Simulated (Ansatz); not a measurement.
Working through a test of scalar relativity of H3SeSi, SMILES [SiH3][Se]

Program: the Python package of Ansatz (0.2.0).

Input file `h3sesi.xyz`:
```text
5

Si   -0.10350    0.00960   -0.03350
Se    1.87510   -0.80330    0.54260
H    -1.10370   -0.03110    1.08550
H    -0.62510   -0.70360   -1.17660
H     0.00710    1.45470   -0.45940
```

Notebook, run cell by cell (the value of a cell's last expression is shown):

**Cell 1**
```python
import ansatz as az
import numpy as np
```

**Cell 2**
```python
geometry = az.Crystal.molecule_from_extxyz("h3sesi.xyz")

base = (
    geometry.calculation()
    .functional("pbe0")
    .spin("collinear", total=1)
    .forces()
)
# a set contracted for a scalar-relativistic Hamiltonian goes with the relativistic run
sets = {"none": "cc-pVTZ", "scalar": "cc-pVTZ-DK"}
found = {kind: base.basis(gaussian=basis).pseudopotentials(relativity=kind).run(threads=1, backend="cpu").report for kind, basis in sets.items()}
for kind, each in found.items():
    dipole = 4.803205 * np.linalg.norm(each["charge_distribution"]["dipole_moment_e_ang"])
    print(f"{kind:7s} E = {each['free_energy_ev']:.4f} eV  dipole {dipole:.3f} D  largest force component {np.abs(each['forces_ev_ang']).max():.4f} eV/A")
print(f"relativity lowers the total energy by {found['none']['free_energy_ev'] - found['scalar']['free_energy_ev']:.3f} eV")
```
Output:
```text
none    E = -73266.0336 eV  dipole 0.596 D  largest force component 1.2024 eV/A
scalar  E = -74052.6548 eV  dipole 0.535 D  largest force component 1.1875 eV/A
relativity lowers the total energy by 786.621 eV
```

The total moves by -786.6 eV, nearly all in the cores, and the dipole from 0.60 to 0.54 D.

Reading the output:
- Total energies depend on the basis set; only differences at equal settings carry meaning.
- The geometry is a force-field or estimated start, not a minimum of this method. The basis set changes with the Hamiltonian (a set recontracted for scalar relativity), and most of the change in the total lies in the cores.
- The species is open-shell (spin multiplicity 2).
- Hardware and time: 52 s on 1 thread of Arm Neoverse V2 (shared host), peak memory 0.5 GiB.
